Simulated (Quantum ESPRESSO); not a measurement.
MoS2: single point with PBEsol+U

The system is MoS2.

```
Mo S
1.0
     1.58550    0.91539    6.11500
    -1.58550    0.91539    6.11500
     0.00000   -1.83078    6.11500
Mo S
1 2
Direct
  0.00000 0.00000 0.00000
  0.75000 0.75000 0.75000
  0.25000 0.25000 0.25000
```

Measurements of this composition are mostly on another form, of space group No. 194.

```
Program                  : Quantum ESPRESSO 7.5
Task                     : single point
Functional               : PBEsol
Potentials or basis      : PseudoDojo 0.4.1 SR PBEsol standard
Cutoff                   : 1088 eV
Density cutoff           : 4354 eV
k mesh                   : 7 × 7 × 7
Occupations              : gaussian, width 0.05 eV
Spin                     : collinear spin, ferromagnetic start
Starting moments         : [2.0, 0.0, 0.0] μB
Hubbard terms            : Mo d U = 8 eV
Hubbard projectors       : ortho-atomic
Double                   : 1
Start of the occupations : atomic
Moments locked           : none
Magnetic state asked for : fm
Formal shell electrons   : 1 d2
SCF threshold            : 1.2e-07 Ry
Most SCF iterations      : 100
Mixing ndim              : 20
Mixing beta              : 0.7
```

- Pressure: 25.2 GPa
- Largest force: 1.923 eV/Å
- Band gap on the k mesh: none (metal or under the smearing width)
- Net moment: 2.12 μB per cell
- Absolute moment: 3.37 μB per cell
- Site moments: Mo +1.96; S -0.26 μB
- Valence electrons inside the program's atomic spheres: Mo 10.79; S 4.11

Forces on the atoms (eV/Å):
```
Mo   0.000  0.000  0.000
S    0.000  0.000  1.923
S    0.000  0.000 -1.923
```

Stress tensor (GPa, compression positive):
```
29.67  0.00  0.00
 0.00 29.67  0.00
 0.00  0.00 16.12
```

Levels at points of the mesh, in eV from the Fermi level:
Spin up:
```csv
k point,band 10,band 11,band 12,band 13,band 14,band 15,band 16,band 17,band 18,band 19
"(0.00, 0.00, 0.00)",-2.61,-2.61,-2.43,-0.78,0.82,0.82,4.14,4.14,6.61,7.22
```
Spin down:
| k point | band 10 | band 11 | band 12 | band 13 | band 14 | band 15 |
| --- | --- | --- | --- | --- | --- | --- |
| (0.00, 0.00, 0.00) | -0.96 | 0.45 | 0.45 | 2.70 | 3.79 | 3.79 |

Eigenvalues of the final occupation matrices:
```
   site  spin  trace               eigenvalues
Mo 1 4d     1   3.90  0.55 0.55 0.91 0.95 0.95
Mo 1 4d     2   1.09  0.11 0.11 0.11 0.38 0.38
```

Run time: 4 min on 2 MPI ranks on Arm Neoverse V2 (shared host), peak memory 0.56 GiB a rank.

Caveat: the k mesh is coarse; the cell's inner coordinates are idealised or old, which leaves forces on the atoms. The state reached can hang on the start; a lower one may exist.
